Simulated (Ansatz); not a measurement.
# Al2Cu: how the settings move a relaxation

Aim: see which settings change the result for Al2Cu, by how much, and at what cost.

Program: Ansatz 0.2.0. Level of theory: reference: DFT, r2SCAN, PAW with Ansatz's default frozen-core files, scalar-relativistic. These are calculated values, not measurements.

### Step 1. The system as given

Symmetry: P4/mmm, No. 123, tetragonal system. Conventional cell: a = 3.258 Å, b = 3.258 Å, c = 2.295 Å, α = 90.00°, β = 90.00°, γ = 90.00°. Al (site symmetry mmm) is surrounded by 4 Cu at 1.99 Å. Cu (site symmetry 4/mmm) is surrounded by 8 Al at 1.99 Å.

As a file:

```cif
data_structure
_symmetry_space_group_name_H-M 'P 1'
_symmetry_Int_Tables_number 1
_cell_length_a 3.2583
_cell_length_b 3.2583
_cell_length_c 2.2948
_cell_angle_alpha 90.000
_cell_angle_beta 90.000
_cell_angle_gamma 90.000
_cell_volume 24.36
loop_
_atom_site_label
_atom_site_type_symbol
_atom_site_fract_x
_atom_site_fract_y
_atom_site_fract_z
_atom_site_occupancy
Al1 Al 0.50000 0.00000 0.50000 1
Al2 Al 0.00000 0.50000 0.50000 1
Cu1 Cu 0.00000 0.00000 0.00000 1
```

### Step 2. Reference

Contents of input.yaml:

```yaml
crystal:
  lattice:
    - [3.2582851127, 0.0, 0.0]
    - [0.0, 3.2582851127, 0.0]
    - [0.0, 0.0, 2.2948366489]
  atoms:
    - { symbol: Al, position: [0.5, 0.0, 0.5] }
    - { symbol: Al, position: [0.0, 0.5, 0.5] }
    - { symbol: Cu, position: [0.0, 0.0, 0.0] }
kpoints:
  mp_grid: { grid: [9, 9, 12] }
scf:
  occupations: { method: fermi_dirac, width: 0.05 }
hamiltonian:
  xc: r2scan
  pseudopotentials: { kind: paw }
output:
  forces: true
  stress: true
relax:
  f_tol: 0.01
  max_steps: 30
  cell: { stress_tol: 0.55, fix: [volume] }
```

On the command line:

```sh
> ansatz run input.yaml --threads 1 --pin off --max-ram 3072MiB --backend cpu --events-out ev --progress --plain --runs-dir out
```

### Step 3. Again, with ecutwfc 250 eV

input.yaml: that of step 2 with these lines changed.

```diff
@@ -19,2 +19,6 @@
   stress: true
+  write_density: true
+  write_potential: true
+  elf: true
+  volumetric_format: npy
 relax:
@@ -23 +27,3 @@
   cell: { stress_tol: 0.55, fix: [volume] }
+basis:
+  ecutwfc: "250 eV"
```

What does the calculation give? Wanted: for each run, ending; energy change; pressure; gap; force.

**Answer**, as computed:

```csv
run,ending,energy change,pressure (GPa),gap (eV),force (eV/Å),cycles,time
reference,converged,0,278.2,0.00,0.00,21,19 s
1: ecutwfc 250 eV,converged,+1.00 eV/atom,287.6,0.00,0.00,44,22 s
```

Times don't compare one to one where runs were asked for different outputs or read a saved state (see the inputs); cycles may leave out searches for a lower state.

What this shows: Changing the cutoff moves the energy by +1.00 eV/atom, and the pressure goes from 278.2 to 287.6 GPa. The log warns that the cutoff is under what these potentials recommend, so the shift is basis error. Run 1 ran under the cutoff that the potentials recommend, as the log warns, so basis error is mixed into its values. The cell is not at rest: the sound run finds 278 GPa, so these are no properties of the crystal at its own volume. 
